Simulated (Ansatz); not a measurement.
# C₂H₅NSi: a ladder of functionals and wavefunction methods

An exercise on one series of results from a longer session: the logs are not shown, and one member is left open.

Program: Ansatz 0.2.0, Gaussian basis. Level of theory: functionals in def2-TZVPP, the program's frozen cores in correlated methods. These are calculated values, not measurements.

Plan: LDA (SPW92), PBE-D4, revPBE-D4, BLYP-D4, r2SCAN-D4, B97M-V, PBE0-D4, B3LYP-D4, r2SCANh-D4, r2SCAN0-D4, HSE06-D4, BHLYP-D4, CAM-B3LYP-D4, LC-ωPBE, ωB97X-V, ωB97M-V, B2PLYP, PBE-QIDH; CCSD(T)/def2-SVP; CCSD(T)/def2-TZVPP; MP2/def2-QZVPP; extrapolation to the limit; RPA on PBE.

**Structure used throughout**

An earlier PBE0-D4 in a triple-zeta def2 set relaxation fixed the geometry.

SMILES `NC1=C[SiH2]1`, 9 atoms, charge 0, spin multiplicity 1.

Atoms are counted from 1 here; the program's logs count them from 0.

Bond lengths: N1–C2 1.348 Å, N1–H5 1.007 Å, N1–H6 1.003 Å, C2–C3 1.345 Å, C2–Si4 1.811 Å, C3–Si4 1.791 Å, C3–H7 1.082 Å, Si4–H8 1.487 Å, Si4–H9 1.487 Å. Angles: C2–N1–H5 119.6°, C2–N1–H6 119.1°, H5–N1–H6 116.3°, N1–C2–C3 138.7°, N1–C2–Si4 153.9°, C3–C2–Si4 67.3°, C2–C3–Si4 68.9°, C2–C3–H7 136.6°, Si4–C3–H7 154.5°, C2–Si4–C3 43.8°, C2–Si4–H8 121.3°, C2–Si4–H9 121.6°, C3–Si4–H8 123.1°, C3–Si4–H9 123.2°, H8–Si4–H9 109.6°.

The first run:

The input, in.yaml:

```yaml
crystal:
  periodic: [false, false, false]
  atoms:
    - {symbol: N, position_ang: [0.123095, 1.182054, -1.197645]}
    - {symbol: C, position_ang: [0.089085, 0.195433, -0.280112]}
    - {symbol: C, position_ang: [0.771932, -0.921005, 0.029099]}
    - {symbol: Si, position_ang: [-0.633112, -0.701323, 1.117733]}
    - {symbol: H, position_ang: [0.941011, 1.297764, -1.773029]}
    - {symbol: H, position_ang: [-0.441189, 1.998999, -1.057035]}
    - {symbol: H, position_ang: [1.645848, -1.436946, -0.344860]}
    - {symbol: H, position_ang: [-0.510073, -0.190629, 2.509241]}
    - {symbol: H, position_ang: [-1.898196, -1.470746, 0.979609]}
basis:
  gaussian: {orbitals: def2-TZVPP}
hamiltonian: {xc: lda}
output: {orbitals: {seedname: orbitals}}
```

Run with:

```sh
$ ansatz run in.yaml --threads 2 --pin off --events-out ev --progress --plain --max-ram 4352MiB
```

Steps of the session up to this table: LDA; PBE-D4 (GGA); revPBE-D4 (GGA); BLYP-D4 (GGA); r2SCAN-D4 (meta-GGA); B97M-V (meta-GGA); B3LYP-D4 (hybrid); r2SCANh-D4 (hybrid); r2SCAN0-D4 (hybrid); HSE06-D4 (hybrid); BHLYP-D4 (hybrid); CAM-B3LYP-D4 (range-separated); LC-ωPBE (range-separated); ωB97X-V (range-separated); ωB97M-V (range-separated); B2PLYP (double hybrid); PBE-QIDH (double hybrid).

One table of the session follows, with a row left open; its other results are not shown here.

It belongs to the step «Frontier levels by functional». 

```
  functional  HOMO (eV)  LUMO (eV)  gap (eV)
 LDA (SPW92)      -5.47      -0.73      4.74
      PBE-D4      -5.31      -0.56      4.75
   revPBE-D4      -5.26      -0.49      4.77
     BLYP-D4      -5.14      -0.47      4.67
   r2SCAN-D4      -5.51      -0.23      5.27
      B97M-V      -5.57      -0.41      5.17
     PBE0-D4          ?          ?         ?
    B3LYP-D4      -6.18       0.02      6.20
  r2SCANh-D4      -5.92       0.05      5.97
  r2SCAN0-D4      -6.56       0.46      7.01
    HSE06-D4      -6.02      -0.12      5.90
    BHLYP-D4      -7.36       1.05      8.41
CAM-B3LYP-D4      -7.66       1.21      8.87
     LC-ωPBE      -9.00       2.35     11.35
     ωB97X-V      -8.64       2.22     10.87
     ωB97M-V      -8.55       1.92     10.47
```

Estimate the missing values for PBE0-D4.

As computed: HOMO (eV): -6.42; LUMO (eV): 0.25; gap (eV): 6.67. In the column «HOMO (eV)» it lies between r2SCAN0-D4 (-6.56) and B3LYP-D4 (-6.18).
